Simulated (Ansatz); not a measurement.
# C3H7ClSi: the cost of one run

Program: the Python package of Ansatz 0.2.0. Level of theory: MP2/cc-pVDZ. These are calculated values, not measurements.

### 1 Starting point

Bond lengths: C1–C2 1.338 Å, C2–C3 1.502 Å, C2–Si4 1.854 Å, Si4–Cl5 2.094 Å, C1–H6 1.086 Å, C1–H7 1.086 Å, C3–H8 1.110 Å, C3–H9 1.110 Å, C3–H10 1.111 Å, Si4–H11 1.470 Å, Si4–H12 1.471 Å. Angles (14 of 18 angles, heavy atoms first): C1–C2–C3 120.2°, C1–C2–Si4 119.9°, C3–C2–Si4 119.9°, C2–Si4–Cl5 109.4°, C2–C1–H6 120.7°, C2–C1–H7 121.1°, C2–C3–H8 109.8°, C2–C3–H9 111.0°, C2–C3–H10 109.8°, C2–Si4–H11 109.3°, C2–Si4–H12 110.2°, Cl5–Si4–H11 109.4°, Cl5–Si4–H12 109.3°, H6–C1–H7 118.3°.

The script reads c3h7clsi.xyz:

```xyz
12

C    -0.72300    1.40660    0.32380
C    -0.22910    0.19240    0.05620
C    -1.02050   -1.03760    0.39590
Si    1.44720    0.02650   -0.71840
Cl    2.73010   -0.96280    0.60770
H    -1.70100    1.51800    0.78260
H    -0.15970    2.30480    0.08940
H    -1.98740   -1.02520   -0.15010
H    -0.46810   -1.95820    0.11240
H    -1.21800   -1.06790    1.48830
H     1.33260   -0.75200   -1.96030
H     1.99710    1.35520   -1.02750
```

### 2 The code

Contents of spin.py:

```python
import ansatz

mol = ansatz.Crystal.molecule_from_extxyz("c3h7clsi.xyz")

base = mol.calculation()
base = base.basis(gaussian="cc-pVDZ")
base = base.correlation("mp2")
found = {}
for unpaired in [0, 2]:
    report = base.spin("collinear", total=unpaired).run().report
    s = unpaired / 2
    found[unpaired] = report["free_energy_ev"]
    print(f"2S+1 = {unpaired + 1}: E = {found[unpaired]:.5f} eV, <S^2> = {abs(report['mean_field']['state']['spin_squared']):.3f} (pure state {s * (s + 1):.2f})")
lowest = min(found, key=found.get)
for unpaired, e in found.items():
    print(f"multiplicity {unpaired + 1}: {(e - found[lowest]):.3f} eV above the lowest")
```

### 3 What the engine is handed

The engine receives this input (first run):

```yaml
crystal:
  periodic: [false, false, false]
  atoms:
    - { symbol: C, position_ang: [-0.723, 1.4066, 0.3238] }
    - { symbol: C, position_ang: [-0.2291, 0.1924, 0.0562] }
    - { symbol: C, position_ang: [-1.0205, -1.0376, 0.3959] }
    - { symbol: Si, position_ang: [1.4472, 0.0265, -0.7184] }
    - { symbol: Cl, position_ang: [2.7301, -0.9628, 0.6077] }
    - { symbol: H, position_ang: [-1.701, 1.518, 0.7826] }
    - { symbol: H, position_ang: [-0.1597, 2.3048, 0.0894] }
    - { symbol: H, position_ang: [-1.9874, -1.0252, -0.1501] }
    - { symbol: H, position_ang: [-0.4681, -1.9582, 0.1124] }
    - { symbol: H, position_ang: [-1.218, -1.0679, 1.4883] }
    - { symbol: H, position_ang: [1.3326, -0.752, -1.9603] }
    - { symbol: H, position_ang: [1.9971, 1.3552, -1.0275] }
basis:
  gaussian:
    orbitals: cc-pVDZ
magnetization:
  spin_polarized: true
  initial_magnetization: 0.0
correlation:
  method: mp2
```

### 4 Running it

Run with:

```console
$ python spin.py
```

What time and memory should one allow on 1 thread of Intel Xeon Platinum 8488C (Sapphire Rapids), shared host?

About 22 s, with a peak of 0.38 GiB.
